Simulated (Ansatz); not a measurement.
# CH₄OSn: up Jacob's ladder to CCSD(T)

An exercise on one series of results from a longer session: the logs are not shown, and one member is left open.

Method: functionals in def2-TZVPP, the program's frozen cores in correlated methods; program: Ansatz 0.2.0, Gaussian basis.

The runs, in order: LDA (SPW92), PBE-D4, revPBE-D4, BLYP-D4, r2SCAN-D4, B97M-V, PBE0-D4, B3LYP-D4, r2SCANh-D4, r2SCAN0-D4, HSE06-D4, BHLYP-D4, CAM-B3LYP-D4, LC-ωPBE, ωB97X-V, ωB97M-V, B2PLYP, PBE-QIDH; CCSD(T)/def2-SVP; CCSD(T)/def2-TZVPP; CCSD(T)/def2-QZVPP; extrapolation to the limit; RPA on PBE.

**The geometry**

The geometry comes from an earlier relaxation with PBE0-D4 in a triple-zeta def2 set; it is a stationary point, not always the lowest conformer. Sn takes the def2 core potential; no spin-orbit term is included.

SMILES `[CH3][Sn][OH]`, 7 atoms, charge 0, spin multiplicity 1.

Atoms are counted from 1 here; the program's logs count them from 0.

Bond lengths: C1–Sn2 2.195 Å, C1–H4 1.095 Å, C1–H5 1.092 Å, C1–H6 1.095 Å, Sn2–O3 1.985 Å, O3–H7 0.961 Å. Angles: Sn2–C1–H4 109.6°, Sn2–C1–H5 112.6°, Sn2–C1–H6 109.6°, H4–C1–H5 108.5°, H4–C1–H6 107.8°, H5–C1–H6 108.5°, C1–Sn2–O3 94.9°, Sn2–O3–H7 114.5°.

Set-up of the first run:

in.yaml reads:

```yaml
crystal:
  periodic: [false, false, false]
  atoms:
    - {symbol: C, position_ang: [-0.773134, 0.486425, -0.226685]}
    - {symbol: Sn, position_ang: [1.310421, 0.353415, -0.903810]}
    - {symbol: O, position_ang: [1.821153, -1.057606, 0.395733]}
    - {symbol: H, position_ang: [-1.259703, -0.487664, -0.342273]}
    - {symbol: H, position_ang: [-1.348927, 1.229638, -0.781721]}
    - {symbol: H, position_ang: [-0.798739, 0.748902, 0.836003]}
    - {symbol: H, position_ang: [1.110228, -1.341111, 0.977054]}
basis:
  gaussian: {orbitals: def2-TZVPP}
hamiltonian: {xc: lda}
output: {orbitals: {seedname: orbitals}}
```

On the command line:

```console
$ ansatz run in.yaml --threads 2 --pin off --events-out ev --progress --plain --max-ram 22528MiB --backend cpu
```

Among the steps run: LDA; PBE-D4 (GGA); revPBE-D4 (GGA); BLYP-D4 (GGA); r2SCAN-D4 (meta-GGA); B97M-V (meta-GGA); B3LYP-D4 (hybrid); r2SCANh-D4 (hybrid); r2SCAN0-D4 (hybrid); HSE06-D4 (hybrid); BHLYP-D4 (hybrid); CAM-B3LYP-D4 (range-separated); LC-ωPBE (range-separated); ωB97X-V (range-separated); ωB97M-V (range-separated); B2PLYP (double hybrid); PBE-QIDH (double hybrid).

One of the session's tables, all rows but one given; the rest of the session is left out.

It belongs to the step «Orbital energies across the functionals». 

```
  functional  HOMO (eV)  LUMO (eV)  gap (eV)
 LDA (SPW92)      -5.65      -3.07      2.58
      PBE-D4      -5.47      -2.83      2.64
   revPBE-D4      -5.41      -2.73      2.68
     BLYP-D4      -5.36      -2.79      2.57
   r2SCAN-D4      -5.71      -2.73      2.98
      B97M-V      -5.63      -2.79      2.84
     PBE0-D4      -6.49      -2.13      4.37
    B3LYP-D4      -6.33      -2.39      3.94
  r2SCANh-D4      -6.09      -2.47      3.62
  r2SCAN0-D4      -6.66      -2.08      4.58
    HSE06-D4      -6.10      -2.49      3.61
    BHLYP-D4          ?          ?         ?
CAM-B3LYP-D4      -7.75      -1.23      6.52
     LC-ωPBE      -8.96      -0.11      8.85
     ωB97X-V      -8.66      -0.22      8.43
     ωB97M-V      -8.58      -0.40      8.18
```

Estimate the missing values for BHLYP-D4.

Worked estimate for «HOMO (eV)». Against the share of exact exchange, BLYP-D4 (0, -5.36), B3LYP-D4 (0.2, -6.33) give a slope of -4.85 per unit share; at 0.5 the line stands at -7.78.

The run gave: HOMO (eV): -7.41; LUMO (eV): -1.44; gap (eV): 5.97. In «HOMO (eV)» the line misses by -0.37.
